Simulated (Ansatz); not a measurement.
What does this script print? It uses Ansatz 0.2.0, Python API.

Script `field_ch6bsb.py`:
```python
"""Dipole of CH6BSb in the field of point charges."""

import logging
import sys

import ansatz as az
from ase import Atoms
import numpy as np

logging.basicConfig(stream=sys.stdout, format="%(name)s: %(message)s")
log = logging.getLogger("ansatz_job")
log.setLevel(logging.INFO)

atoms = Atoms(["B", "Sb", "C", "H", "H", "H", "H", "H", "H"], positions=[
    [-0.6636, 0.6071, -1.4875],
    [0.8162, 1.0852, 0.0684],
    [0.604, -0.8977, 0.8919],
    [-0.9684, -0.4514, -1.7143],
    [-1.1972, 1.5307, -2.1274],
    [-0.3916, 1.7613, 1.1629],
    [-0.408, -1.143, 1.0588],
    [1.2005, -0.9199, 1.8755],
    [1.0966, -1.6186, 0.2546],
])
mol = az.Crystal.molecule_from_ase(atoms)

calculation = mol.calculation()
calculation = calculation.basis(gaussian="def2-SVP").functional("hf")
calculation = calculation.forces()
# charges +q and -q at -R and +R make a nearly even field 2 k q / R^2 at the centre
centre = np.mean([site.position_ang for site in mol.cartesian_sites], axis=0)
field = 2 * 14.399645 * 3.0 / 40.0 ** 2


def dipole(axis, sign):
    arm = 40.0 * np.eye(3)[axis]
    pair = [{"charge": sign * 3.0, "position_ang": (centre - arm).tolist()}, {"charge": -sign * 3.0, "position_ang": (centre + arm).tolist()}]
    deck = calculation.input().set(az.key.basis.gaussian.point_charges, pair)
    return np.array(az.Session.from_dict(deck).plan().execute().report["charge_distribution"]["dipole_moment_e_ang"])


log.info(f"field {field:.4f} V/A")
alpha = np.array([(dipole(axis, 1) - dipole(axis, -1)) / (2 * field) * 14.399645 for axis in range(3)])
log.info("polarisability tensor (A^3)")
print(np.array2string(alpha, precision=3, suppress_small=True))
log.info(f"mean {np.trace(alpha) / 3:.3f} A^3 = {np.trace(alpha) / 3 / 0.14818471:.2f} bohr^3")
```

Running `python field_ch6bsb.py` prints:
```text
ansatz_job: field 0.0540 V/A
ansatz_job: polarisability tensor (A^3)
[[ 8.575 -0.265  1.364]
 [-0.265  9.638 -0.261]
 [ 1.373 -0.264  9.627]]
ansatz_job: mean 9.280 A^3 = 62.63 bohr^3
```

Caveats:
- The geometry is a force-field or estimated start, not a minimum of this method, and the basis set is short of its limit. The field of two point charges is only nearly even.
- def2 sets replace the cores of elements past krypton by effective core potentials.
- Without diffuse functions polarisabilities are unreliable, as a rule too low, and they change with the bond lengths of this unrelaxed start.
- Timing: 7.7 s on 1 thread of Arm Neoverse V2, on a shared host, peak memory 0.22 GiB.
